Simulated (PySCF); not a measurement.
# As2Sb2 (AsAsSbSb tetrahedron): the cost of one run

Programs: PySCF 2.14.0, with density-fitted response routines of our own. Each step states its level of theory. These are calculated values for one molecule in the gas phase, unless marked as measured. Atoms count from 0, in the outputs and in this text.

**1. The molecule as given**

4 atoms, charge 0, multiplicity 1; geometry from: GFN2-xTB. The atoms were then displaced at random by about 0.03 Å, so the start is not that level's minimum.

Bonds of the start (Å): As0–As1 2.42, As0–Sb2 2.53, As0–Sb3 2.60, As1–Sb2 2.56, As1–Sb3 2.63, Sb2–Sb3 2.77.

**2. Optimising the geometry at PBE0-D3(BJ)/def2-SVP**

The job: settings as JSON, then the geometry in Å.

```
{"job": {"xc": "PBE0", "basis": "def2-SVP", "d3": "d3bj", "grid": 1, "maxiter": 40, "shake": 0.03, "kind": "geom"}, "charge": 0, "multiplicity": 1}
As    -0.999570    -1.011970    -0.484680
As    -0.734730     1.269060     0.288390
Sb     1.060600     0.248430    -1.226570
Sb     0.757000    -0.595970     1.392390
```

Started as:

```sh
$ OMP_NUM_THREADS=1 python probes_run.py task.json out
```

The driver reads the jobs from task.json and runs them one after another.

**Question.** How long does this first job take on 1 thread of AMD EPYC 7R43, shared host, and how much memory does it need?

About 73 s, with a peak of 0.49 GiB.
